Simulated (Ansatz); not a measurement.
Task: a ladder of methods at one geometry of FH₄OSi₂, SMILES F[SiH2]O[SiH2], with Ansatz's Python interface. Give the script and its output. Settings (for the species named): CAM-B3LYP, def2-SVP basis, multiplicity 2. The script varies functional: cam_b3lyp, pbe, b3lyp, hf, hse06.

| atom | x (Å) | y (Å) | z (Å) |
| --- | --- | --- | --- |
| F | -0.3122 | 1.6998 | 1.3880 |
| Si | 0.3811 | 1.2658 | 0.0386 |
| O | -0.3815 | -0.1129 | -0.5042 |
| Si | -0.7096 | -1.5780 | 0.1164 |
| H | 0.2733 | 2.3217 | -1.0083 |
| H | 1.8105 | 1.0176 | 0.3458 |
| H | -1.4494 | -2.3599 | -0.9349 |
| H | 0.4800 | -2.3112 | 0.5027 |

The script, `run_methods.py`:
```python
"""One geometry of FH4OSi2, method by method."""

from pathlib import Path
import logging
import sys

import ansatz
import numpy as np

logging.basicConfig(stream=sys.stdout, format="%(levelname)s:%(name)s:%(message)s")
logger = logging.getLogger("fh4osi2")
logger.setLevel(logging.INFO)


def main() -> None:
    molecule = (
        ansatz.Crystal.molecule()
        .atom("F", (-0.3122, 1.6998, 1.388))
        .atom("Si", (0.3811, 1.2658, 0.0386))
        .atom("O", (-0.3815, -0.1129, -0.5042))
        .atom("Si", (-0.7096, -1.578, 0.1164))
        .atom("H", (0.2733, 2.3217, -1.0083))
        .atom("H", (1.8105, 1.0176, 0.3458))
        .atom("H", (-1.4494, -2.3599, -0.9349))
        .atom("H", (0.48, -2.3112, 0.5027))
    )

    job = molecule.calculation()
    job = job.basis(gaussian="def2-SVP")
    job = job.spin("collinear", total=1)

    logger.info("functional    E (Ha)        dipole (D)   HOMO (eV)  LUMO (eV)")
    for name in ["cam_b3lyp", "pbe", "b3lyp", "hf", "hse06"]:
        summary = job.functional(name).forces().orbitals().run(threads=1, backend="cpu", runs_dir="runs").report
        lines = Path(summary["orbitals_path"]).read_text().splitlines()
        field_of = lambda key: [line.split("=")[1].strip() for line in lines if line.startswith(key)]
        orbitals = [(27.211386 * float(e), s, float(n)) for e, s, n in zip(field_of("Ene="), field_of("Spin="), field_of("Occup="))]
        homo = max(e for e, _, n in orbitals if n > 0.5)
        lumo = min(e for e, _, n in orbitals if n < 0.5)
        dipole = 4.803205 * np.linalg.norm(summary["charge_distribution"]["dipole_moment_e_ang"])
        logger.info(f"{name:10s} {summary['free_energy_ev'] / 27.211386246:14.6f} {dipole:9.3f} {homo:11.3f} {lumo:10.3f}")


if __name__ == "__main__":
    main()
```

```console
$ python run_methods.py
INFO:fh4osi2:functional    E (Ha)        dipole (D)   HOMO (eV)  LUMO (eV)
INFO:fh4osi2:cam_b3lyp     -756.173743     0.889      -7.173     -1.168
INFO:fh4osi2:pbe           -755.721185     0.842      -4.786     -3.023
INFO:fh4osi2:b3lyp         -756.250512     0.871      -5.662     -2.491
INFO:fh4osi2:hf            -754.272291     0.949      -8.982      1.748
INFO:fh4osi2:hse06         -755.764214     0.913      -5.578     -2.488
```

Reading the output:
- The settings weren't tested for convergence.
- The geometry is a force-field or estimated start, not a minimum of this method, and the basis set is short of its limit. A lower total doesn't mark the better method: functionals have no common bound, and MP2 and coupled cluster aren't variational.
- The species is open-shell (spin multiplicity 2).
- b3lyp holds the VWN-RPA fit, as in Gaussian; the form of ORCA and Turbomole is b3lyp5.
- Levels such as HOMO and LUMO are orbital energies: with these approximate functionals they aren't the ionisation energy and electron affinity, and their gap isn't the fundamental gap.
- hse06 follows the composition of plane-wave codes, whose totals differ by tens of mHa, up to about 0.1 Ha, from the form usual in Gaussian-basis programs (wpbeh).
- Run time: 26 s on 1 thread of Arm Neoverse V1 (shared host), peak memory 0.32 GiB.
